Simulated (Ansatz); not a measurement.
I need a ladder of methods at one geometry of CH4F2GaO (charge -1), SMILES FC(F)[O][GaH3-]. Use Ansatz 0.2.0, Python API. Use (for the species named): PBE, def2-SVP basis, multiplicity 1. The script varies functional: pbe, r2scan, blyp, hf.

```yaml
atoms:
  - { symbol: F, position_ang: [1.5119, -0.9150, -0.8163] }
  - { symbol: C, position_ang: [1.2010, 0.3842, -0.4511] }
  - { symbol: F, position_ang: [2.3777, 1.0940, -0.3099] }
  - { symbol: O, position_ang: [0.5179, 0.3947, 0.7760] }
  - { symbol: Ga, position_ang: [-1.1809, -0.3050, 0.5586] }
  - { symbol: H, position_ang: [0.6044, 0.8719, -1.2540] }
  - { symbol: H, position_ang: [-1.0795, -1.8338, 0.0616] }
  - { symbol: H, position_ang: [-1.9899, 0.5636, -0.5303] }
  - { symbol: H, position_ang: [-1.9627, -0.2547, 1.9654] }
```

`methods.py`
```python
"""CH4F2GaO(-) at several levels of theory."""

from pathlib import Path

import ansatz
from ase import Atoms
import numpy as np

atoms = Atoms(["F", "C", "F", "O", "Ga", "H", "H", "H", "H"], positions=[
    [1.5119, -0.915, -0.8163],
    [1.201, 0.3842, -0.4511],
    [2.3777, 1.094, -0.3099],
    [0.5179, 0.3947, 0.776],
    [-1.1809, -0.305, 0.5586],
    [0.6044, 0.8719, -1.254],
    [-1.0795, -1.8338, 0.0616],
    [-1.9899, 0.5636, -0.5303],
    [-1.9627, -0.2547, 1.9654],
])
geometry = ansatz.Crystal.molecule_from_ase(atoms)

job = geometry.calculation().basis(gaussian="def2-SVP").charge(-1)

print("functional    E (Ha)        dipole (D)   HOMO (eV)  LUMO (eV)")
for name in ["pbe", "r2scan", "blyp", "hf"]:
    r = job.functional(name).forces().orbitals().run(runs_dir="runs").report
    lines = Path(r["orbitals_path"]).read_text().splitlines()
    field_of = lambda key: [line.split("=")[1].strip() for line in lines if line.startswith(key)]
    orbitals = [(27.211386 * float(e), s, float(n)) for e, s, n in zip(field_of("Ene="), field_of("Spin="), field_of("Occup="))]
    homo = max(e for e, _, n in orbitals if n > 0.5)
    lumo = min(e for e, _, n in orbitals if n < 0.5)
    dipole = 4.803205 * np.linalg.norm(r["charge_distribution"]["dipole_moment_e_ang"])
    print(f"{name:10s} {r['free_energy_ev'] / 27.211386246:14.6f} {dipole:9.3f} {homo:11.3f} {lumo:10.3f}")
```

```console
$ python methods.py
functional    E (Ha)        dipole (D)   HOMO (eV)  LUMO (eV)
pbe          -2239.234902     3.343      -0.859      5.297
r2scan       -2239.700830     3.299      -1.241      5.726
blyp         -2239.856783     3.377      -0.718      5.410
hf           -2236.727252     3.361      -5.470      8.742
```

Notes:
- Total energies depend on the basis set; only differences at equal settings carry meaning.
- The geometry is a force-field or estimated start, not a minimum of this method, and the basis set is short of its limit. A lower total doesn't mark the better method: functionals have no common bound, and MP2 and coupled cluster aren't variational.
- An ion's dipole depends on the origin; the program takes it about the centre of nuclear charge.
- Levels such as HOMO and LUMO are orbital energies: with these approximate functionals they aren't the ionisation energy and electron affinity, and their gap isn't the fundamental gap.
- Anions want diffuse functions, which this basis lacks.
- Timing: 18 s on 1 thread of Arm Neoverse V1 (shared host), peak memory 0.31 GiB.
